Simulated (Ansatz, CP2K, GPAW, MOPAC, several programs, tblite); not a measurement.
Many methods on one cell: InSb (zincblende)

Zincblende InSb, relaxed with r2SCAN in Ansatz, was computed with several methods. The symmetry is F-43m (No. 216, cubic); a = 6.559 Å in the conventional setting, 35.27 Å³ an atom. Around In lie 4 Sb at 2.84 Å; around Sb lie 4 In at 2.84 Å. Calculated for a static, non-magnetic cell.

```xyz
2
Lattice="0.0000 3.2795 3.2795 3.2795 0.0000 3.2795 3.2795 3.2795 0.0000" Properties=species:S:1:pos:R:3 pbc="T T T"
In    0.0000    0.0000    0.0000
Sb    1.6398    1.6398    1.6398
```

Gaps and times are for a single point on this cell; volume and bulk modulus come from each method's own relaxation or energy curve at fixed shape. Times are rough, from shared hosts (Arm Neoverse V1), and each method has its own mesh and cell size. A star marks a curve whose lowest point is an end point. PM6 (MOPAC), PM7 (MOPAC), GFN2-xTB (tblite) treat a cluster of cells at its zone centre, which samples few k points: where these miss a band edge, the gap comes out too large for that reason alone. Gaps from k meshes are read at a limited set of points (mesh, symmetry points, PBE's band edges), so each method's own least gap may be somewhat smaller. xTB and the PM methods were fitted mostly to molecules, and can miss a solid's gap by electronvolts. Minimal bases can be far off for gaps. d marks a direct gap, i an indirect one (no mark: not told apart), a dash a value that wasn't computed or didn't pass its checks.

```json
{"method": "light PBE (260 eV and a coarse mesh)", "kind": "light plane-wave", "gap (eV)": "0", "own volume (Å³/atom)": "–", "bulk modulus (GPa)": "–", "atoms computed": "2", "processor time": "1.2 s"}
{"method": "PBE", "kind": "semilocal", "gap (eV)": "0", "own volume (Å³/atom)": "36.55", "bulk modulus (GPa)": "37", "atoms computed": "2", "processor time": "3.1 s"}
{"method": "PBE/single zeta (GPAW)", "kind": "small basis", "gap (eV)": "0", "own volume (Å³/atom)": "–", "bulk modulus (GPa)": "–", "atoms computed": "2", "processor time": "3.6 s"}
{"method": "PM7 (MOPAC)", "kind": "semi-empirical", "gap (eV)": "3.88", "own volume (Å³/atom)": "31.36*", "bulk modulus (GPa)": "88*", "atoms computed": "64", "processor time": "5.2 s"}
{"method": "GFN2-xTB (tblite)", "kind": "tight binding", "gap (eV)": "0", "own volume (Å³/atom)": "–", "bulk modulus (GPa)": "–", "atoms computed": "64", "processor time": "5.5 s"}
{"method": "PM6 (MOPAC)", "kind": "semi-empirical", "gap (eV)": "6.08", "own volume (Å³/atom)": "–", "bulk modulus (GPa)": "–", "atoms computed": "64", "processor time": "7.3 s"}
{"method": "PBE/SZV (CP2K)", "kind": "small basis", "gap (eV)": "0", "own volume (Å³/atom)": "37.25", "bulk modulus (GPa)": "40", "atoms computed": "2", "processor time": "7.5 s"}
{"method": "r2SCAN", "kind": "semilocal", "gap (eV)": "0.01", "own volume (Å³/atom)": "35.27", "bulk modulus (GPa)": "42", "atoms computed": "2", "processor time": "7.8 s"}
{"method": "PBE/DZVP (CP2K)", "kind": "small basis", "gap (eV)": "0", "own volume (Å³/atom)": "36.99", "bulk modulus (GPa)": "37", "atoms computed": "2", "processor time": "25 s"}
```

Volumes against r2SCAN's: PBE +3.6 %, PBE/SZV (CP2K) +5.6 %, PBE/DZVP (CP2K) +4.9 %.

Runs without a result: GFN1-xTB (tblite) (single point).

With PBE and r2SCAN the bands overlap or touch, or nearly. Semilocal functionals can close a real gap, so this doesn't show a metal; small gaps of other methods may in turn close between the points read or with spin-orbit coupling, and the solid may be a semimetal.

Spin-orbit coupling is left out, which matters wherever the heavy atoms make up the band edges.
